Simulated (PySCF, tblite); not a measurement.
# C₄H₁₂O₂SSi₂: geometry, infrared bands and NMR shifts

Wanted: the infrared bands and NMR shifts of C₄H₁₂O₂SSi₂ (`CC[C@]1(S[SiH3])CO[SiH2]O1`), by calculation.

Computed with tblite 0.8.0 and PySCF 2.14.0, with density-fitted response routines of our own, on a single molecule in the gas phase. Atoms count from 0, in the outputs and in this text.

## Step 1: The starting structure

21 atoms, charge 0, multiplicity 1; geometry from: force field or distance geometry start.

Bonds of the start (Å): C0–C1 1.50, C1–C2 1.51, C2–S3 1.80, S3–Si4 2.15, C2–C5 1.50, C5–O6 1.40, O6–Si7 1.73, Si7–O8 1.75, O8–C2 1.40, C0–H9 1.11, C0–H10 1.10, C0–H11 1.14, C1–H12 1.13, C1–H13 1.12, Si4–H14 1.47, Si4–H15 1.48, Si4–H16 1.44, C5–H17 1.11, C5–H18 1.11, Si7–H19 1.45, Si7–H20 1.48.

## Step 2: Relaxing the molecule with GFN2-xTB

The job: settings as JSON, then the geometry in Å.

```
{"job": {"kind": "relax", "xc": "GFN2-xTB", "basis": "xTB"}, "charge": 0, "multiplicity": 1}
C     -2.006500    -1.252600    -0.381700
C     -0.782300    -0.661200    -1.021200
C     -0.101100     0.402100    -0.189200
S      0.373600    -0.311000     1.394400
Si     1.917000    -1.753800     0.972400
C     -1.010800     1.587500    -0.038800
O     -0.273800     2.639500     0.506600
Si     1.384000     2.223900     0.213700
O      1.067400     0.845000    -0.818100
H     -2.049000    -1.141100     0.718700
H     -2.138300    -2.320200    -0.632300
H     -2.897100    -0.666300    -0.773100
H     -0.035100    -1.473800    -1.243200
H     -1.119200    -0.222900    -1.991300
H      2.978700    -1.623300     1.980600
H      2.528100    -1.408100    -0.333900
H      1.303900    -3.058600     0.906500
H     -1.476400     1.847500    -1.007400
H     -1.799100     1.335200     0.700100
H      2.136900     3.264300    -0.449100
H      1.990100     1.764900     1.485900
```

The run is started by

```console
> OMP_NUM_THREADS=1 python probes_run.py task.json out
```

This one command runs all jobs of the session in turn.

**Question.** This job is followed by: GFN2-xTB harmonic vibrations, gas phase; GIAO PBE0/pcSseg-1 NMR shielding, non-relativistic, gas phase. What will the session give for the following? strongest single infrared mode (GFN2-xTB); zero-point energy (GFN2-xTB); 13C shifts against TMS (PBE0/pcSseg-1); 1H shifts against TMS (PBE0/pcSseg-1, means over atoms taken as alike); 33S shifts against CS2 (PBE0/pcSseg-1); 29Si shifts against TMS (PBE0/pcSseg-1); 17O shifts against H2O (PBE0/pcSseg-1).

**Answer**, as computed:

| quantity | value |
| --- | --- |
| strongest single infrared mode (GFN2-xTB) | 2348 cm⁻¹, 422 km/mol |
| zero-point energy (GFN2-xTB) | 95.5 kcal/mol |
| 13C shifts against TMS (PBE0/pcSseg-1) | 91.8, 80.3, 41.6, 12.0 ppm |
| 1H shifts against TMS (PBE0/pcSseg-1, means over atoms taken as alike) | 5.27, 5.05, 4.55, 4.50, 4.36, 2.40, 1.69, 1.17 ppm |
| 33S shifts against CS2 (PBE0/pcSseg-1) | -65 ppm |
| 29Si shifts against TMS (PBE0/pcSseg-1) | -0.9, -66.2 ppm |
| 17O shifts against H2O (PBE0/pcSseg-1) | 107.7, 35.5 ppm |

In words: Over 205 steps the energy fell by 1.013 eV; of the close pairs, O6–Si7 changed most, 1.734 to 1.630 Å. No mode is imaginary among the 57: a minimum at this level. The strongest single mode, at 2348 cm⁻¹, moves mainly H20 and H19. Unscaled tight-binding wavenumbers are off by several per cent, some by more. Its intensities can rank the bands wrongly. At PBE0/pcSseg-1: Shielding is most anisotropic at S3 (span 592 ppm, paramagnetic term -492 ppm).
